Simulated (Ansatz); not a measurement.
# MgZn3: equation of state with PBE

Crystal: MgZn3.

```xyz
4
Lattice="2.9772 0.0000 0.0000 -1.4886 2.5783 0.0000 0.0000 0.0000 8.7786" Properties=species:S:1:pos:R:3 pbc="T T T"
Zn    0.0000    0.0000    2.1083
Zn    0.0000    0.0000    6.6703
Zn    1.4886    0.8594    0.0000
Mg    1.4886    0.8594    4.3893
```

The cell comes from a database or a generator and needn't be the stable form of this composition.

```
Program             : Ansatz 0.2.0
Task                : equation of state
Functional          : PBE
Potentials or basis : Ansatz PAW
Cutoff              : 420 eV
Density cutoff      : 1680 eV
k mesh              : 10 × 10 × 3
Occupations         : fermi-dirac, width 0.05 eV
Spin                : no spin polarisation
```

```
Equilibrium volume                        : 16.88 Å³/atom
Bulk modulus at fixed shape and positions : 53 GPa
Pressure derivative of the bulk modulus   : 5.0
```

Energy against volume, from the lowest point:
```csv
volume (Å³/atom),energy (meV/atom)
15.836,12.24
16.173,5.38
16.510,1.40
16.847,0.00
17.184,0.86
17.521,3.73
17.858,8.40
```

All runs of the series together: 23 s on 2 threads of Arm Neoverse V1, on a shared host.

Caveat: the cell was scaled at fixed shape and fractional positions, which overstates the stiffness of a crystal with free parameters, most of all of layers and chains.
